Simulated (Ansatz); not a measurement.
# ReBi (zincblende type): a single-point run

Aim: a sound single-point run of ReBi (zincblende type). The structure is shown as the input types it.

Computed with Ansatz 0.2.0 (DFT, PBE, norm-conserving pseudopotentials, Ansatz's default files, scalar-relativistic (as first typed), unless a step's input says otherwise).

### Step 1. The structure to begin with

The structure is cubic, space group F-43m (No. 216). The conventional cell has a = 5.192 Å, b = 5.192 Å, c = 5.192 Å, α = 90.00°, β = 90.00°, γ = 90.00°. Around Re (site symmetry -43m) lie 4 Bi at 2.25 Å. Around Bi (site symmetry -43m) lie 4 Re at 2.25 Å.

Coordinates:

```
Re Bi
1.0
     0.00000    2.59591    2.59591
     2.59591    0.00000    2.59591
     2.59591    2.59591    0.00000
Re Bi
1 1
Direct
  0.00000 0.00000 0.00000
  0.25000 0.25000 0.25000
```

### Step 2. Running it

File input.yaml:

```yaml
crystal:
  lattice:
    - [0.0, 2.595909556, 2.595909556]
    - [2.595909556, 0.0, 2.595909556]
    - [2.595909556, 2.595909556, 0.0]
  atoms:
    - { symbol: Re, position: [0.0, 0.0, 0.0] }
    - { symbol: Bi, position: [0.25, 0.25, 0.25] }
kpoints:
  mp_grid: { grid: [11, 11, 11] }
scf:
  occupations: { method: fermi_dirac, width: 0.1 }
  max_iter: 50
hamiltonian:
  xc: pbe
  pseudopotentials: { kind: nc }
output:
  forces: true
  stress: true
  eigenvalues: true
basis:
  ecutrho_ratio: 1
```

Started as:

```
$ ansatz run input.yaml --threads 1 --pin off --max-ram 2048MiB --backend cpu --events-out ev --progress --plain --runs-dir out
```

What happens when this is run?

This run ends as converged, with warnings (cutoff below recommended). It gives a pressure of 155 GPa, which is large; a structure far from rest gives such values too, whatever the setting.

Look at the input: basis.ecutrho_ratio is 1. The density grid can't hold the products of the orbitals.

To check: delete basis.ecutrho_ratio (the default then holds).
